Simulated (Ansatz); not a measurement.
# CH₉BGeSi: a ladder of functionals and wavefunction methods

How much do the methods differ for CH₉BGeSi? The plan is to run it at one geometry with functionals of several rungs and with coupled cluster, and see how far each lands from CCSD(T) at the basis-set limit for the atomisation energy.

Method: functionals in def2-TZVPP, the program's frozen cores in correlated methods; program: Ansatz 0.2.0, Gaussian basis.

The runs, in order: LDA (SPW92), PBE-D4, revPBE-D4, BLYP-D4, r2SCAN-D4, B97M-V, PBE0-D4, B3LYP-D4, r2SCANh-D4, r2SCAN0-D4, HSE06-D4, BHLYP-D4, CAM-B3LYP-D4, LC-ωPBE, ωB97X-V, ωB97M-V, B2PLYP, PBE-QIDH; CCSD(T)/def2-SVP; CCSD(T)/def2-TZVPP; MP2/def2-QZVPP; extrapolation to the limit; RPA on PBE.

### 1 The relaxed structure

An earlier PBE0-D4 in a triple-zeta def2 set relaxation fixed the geometry.

SMILES `C[SiH2][BH][GeH3]`, 13 atoms, charge 0, spin multiplicity 1.

Atoms are counted from 1 here; the program's logs count them from 0.

Bond lengths: C1–Si2 1.875 Å, C1–H5 1.093 Å, C1–H6 1.092 Å, C1–H7 1.092 Å, Si2–B3 2.004 Å, Si2–H8 1.499 Å, Si2–H9 1.492 Å, B3–Ge4 2.057 Å, B3–H10 1.197 Å, Ge4–H11 1.546 Å, Ge4–H12 1.541 Å, Ge4–H13 1.539 Å. Angles: Si2–C1–H5 110.8°, Si2–C1–H6 111.0°, Si2–C1–H7 110.7°, H5–C1–H6 108.0°, H5–C1–H7 107.9°, H6–C1–H7 108.2°, C1–Si2–B3 115.1°, C1–Si2–H8 109.7°, C1–Si2–H9 110.0°, B3–Si2–H8 102.8°, B3–Si2–H9 111.9°, H8–Si2–H9 106.8°, Si2–B3–Ge4 123.1°, Si2–B3–H10 119.3°, Ge4–B3–H10 117.5°, B3–Ge4–H11 106.0°, B3–Ge4–H12 113.6°, B3–Ge4–H13 114.8° and more.

### 2 LDA

This LDA is Slater exchange with PW92 correlation.

File in.yaml:

```yaml
crystal:
  periodic: [false, false, false]
  atoms:
    - {symbol: C, position_ang: [-1.269967, 1.441795, -0.368752]}
    - {symbol: Si, position_ang: [-0.108981, 1.020017, 1.042442]}
    - {symbol: B, position_ang: [1.121903, -0.523947, 0.699495]}
    - {symbol: Ge, position_ang: [0.793648, -1.916613, -0.778090]}
    - {symbol: H, position_ang: [-0.710549, 1.783138, -1.243066]}
    - {symbol: H, position_ang: [-1.963546, 2.235104, -0.082217]}
    - {symbol: H, position_ang: [-1.854147, 0.567137, -0.663680]}
    - {symbol: H, position_ang: [-0.901967, 0.555959, 2.227427]}
    - {symbol: H, position_ang: [0.634601, 2.239936, 1.473033]}
    - {symbol: H, position_ang: [2.091554, -0.664590, 1.387259]}
    - {symbol: H, position_ang: [1.518842, -1.384146, -2.035818]}
    - {symbol: H, position_ang: [-0.690829, -2.071393, -1.160424]}
    - {symbol: H, position_ang: [1.360039, -3.317100, -0.482810]}
basis:
  gaussian: {orbitals: def2-TZVPP}
hamiltonian: {xc: lda}
output: {orbitals: {seedname: orbitals}}
```

Started as:

```sh
$ ansatz run in.yaml --threads 4 --pin off --events-out ev --progress --plain --max-ram 10444MiB
```

After this run come: PBE-D4 (GGA); revPBE-D4 (GGA); BLYP-D4 (GGA); r2SCAN-D4 (meta-GGA); B97M-V (meta-GGA); B3LYP-D4 (hybrid); r2SCANh-D4 (hybrid); r2SCAN0-D4 (hybrid); HSE06-D4 (hybrid); BHLYP-D4 (hybrid); CAM-B3LYP-D4 (range-separated); LC-ωPBE (range-separated); ωB97X-V (range-separated); ωB97M-V (range-separated); B2PLYP (double hybrid); PBE-QIDH (double hybrid); CCSD(T) in def2-SVP; CCSD(T) in def2-TZVPP; MP2 in def2-QZVPP; RPA on PBE orbitals.

Before running them: what should the planned runs give, taken together? Wanted: atomisation energy, CCSD(T)/CBS; farthest beyond LDA; mean size of error, GGA; mean size of error, meta-GGA; mean size of error, hybrid; mean size of error, range-separated; mean size of error, double hybrid; gap, smallest and largest; T1 diagnostic.

**Answer**, as computed:

| quantity | value |
| --- | --- |
| atomisation energy, CCSD(T)/CBS | 976.4 kcal/mol |
| functionals within 9.8 kcal/mol (1.0 %) | PBE-D4, r2SCAN-D4, PBE0-D4, B3LYP-D4, r2SCANh-D4, r2SCAN0-D4, HSE06-D4, CAM-B3LYP-D4, LC-ωPBE, ωB97X-V, ωB97M-V, PBE-QIDH |
| farthest beyond LDA | revPBE-D4 (-17.7 kcal/mol) |
| mean size of error, GGA | 10.4 kcal/mol |
| mean size of error, meta-GGA | 7.0 kcal/mol |
| mean size of error, hybrid | 3.8 kcal/mol |
| mean size of error, range-separated | 4.7 kcal/mol |
| mean size of error, double hybrid | 9.6 kcal/mol |
| gap, smallest and largest | 2.86 eV (LDA (SPW92)), 9.99 eV (LC-ωPBE) |
| T1 diagnostic | 0.0124 |
| triples share of the correlation energy | 3.4 % |

**Reading.** LDA overbinds by 109.9 kcal/mol (11 %). PBE-D4 misses by -1.7 kcal/mol. Double hybrids carry the basis error of their MP2 part in triple zeta, and no dispersion term here, so their miss is partly the set-up's. The rungs hybrid, range-separated, meta-GGA, double hybrid miss on average by less than the doubt on the reference (9.8 kcal/mol), so they tie. Misses under about 9.8 kcal/mol are within the doubt on the reference itself, which lacks core-valence correlation, relativity and higher excitations, and its outer-core shells are covered unevenly. Hartree-Fock recovers 77 % of the binding; the rest is correlation. CCSD(T) in def2-SVP is off by -51.3 kcal/mol, more than most functionals: a good method in a small basis is no reference. Orbital gaps span 2.9 to 10.0 eV; exact exchange widens them. Correlated methods include outer-core shells of Ge, which these sets cover unevenly.
